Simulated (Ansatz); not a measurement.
# RbLiGe2S2: the cost of one run

Computed with Ansatz 0.2.0 (DFT PBE, scalar-relativistic, plane waves, PAW, unless a step's input says otherwise).

### 1 The structure to begin with

It takes space group P-3m1 (No. 164, trigonal). Conventional cell: a = 4.422 Å, b = 4.422 Å, c = 7.346 Å, α = 90.00°, β = 90.00°, γ = 120.00°. Rb (site symmetry -3m) is surrounded by 6 S at 3.22 Å and 6 Ge at 3.58 Å and 2 Li at 3.67 Å. Li (site symmetry -3m) has 6 Ge at 2.81 Å and 6 S at 3.07 Å in its first shell of neighbours. Around Ge (site symmetry 3m) lie 4 S at 2.61 to 2.88 Å and 3 Li at 2.81 Å. Around S (site symmetry 3m) lie 4 Ge at 2.61 to 2.88 Å and 3 Li at 3.07 Å and 3 Rb at 3.22 Å.

Coordinates:

```cif
data_structure
_symmetry_space_group_name_H-M 'P-3m1'
_symmetry_Int_Tables_number 164
_cell_length_a 4.4216
_cell_length_b 4.4216
_cell_length_c 7.3459
_cell_angle_alpha 90.000
_cell_angle_beta 90.000
_cell_angle_gamma 120.000
_cell_volume 124.38
loop_
_atom_site_label
_atom_site_type_symbol
_atom_site_symmetry_multiplicity
_atom_site_Wyckoff_symbol
_atom_site_fract_x
_atom_site_fract_y
_atom_site_fract_z
_atom_site_occupancy
Rb1 Rb 1 a 0.00000 0.00000 0.00000 1
Li1 Li 1 b 0.00000 0.00000 0.50000 1
Ge1 Ge 2 d 0.66667 0.33333 0.65929 1
S1 S 2 d 0.66667 0.33333 0.26735 1
```

The cell is invented: species swapped into a database cell of LiSmCu2P2 (P-3m1, No. 164), with Rb on the Sm sites, Ge on the Cu sites and S on the P sites. The dimensions are guesses.

### 2 A first look at the guess

File input.yaml:

```yaml
crystal:
  lattice:
    - [4.42159166, 0.0, 0.0]
    - [-2.21079583, 3.8292107, 0.0]
    - [0.0, 0.0, 7.34590834]
  atoms:
    - { symbol: Rb, position: [0.0, 0.0, 0.0] }
    - { symbol: Li, position: [0.0, 0.0, 0.5] }
    - { symbol: Ge, position: [0.66666667, 0.33333333, 0.65929103] }
    - { symbol: Ge, position: [0.33333333, 0.66666667, 0.34070897] }
    - { symbol: S, position: [0.66666667, 0.33333333, 0.267351] }
    - { symbol: S, position: [0.33333333, 0.66666667, 0.732649] }
basis:
  ecutwfc: 420
kpoints:
  mp_grid: { grid: [6, 6, 4] }
hamiltonian:
  xc: pbe
scf:
  occupations: { method: gaussian, width: 0.1 }
  lower_state_search: "off"
output:
  forces: true
  stress: true
  eigenvalues: true
```

Started as:

```
$ ansatz run input.yaml --threads 1 --pin off --max-ram 2560MiB --backend cpu --events-out ev --progress --plain --runs-dir out
```

Q: Estimate wall time and peak memory on 1 thread of AMD EPYC 9R45 (Zen 5), shared host.

About 2.3 s, with a peak of 0.46 GiB.
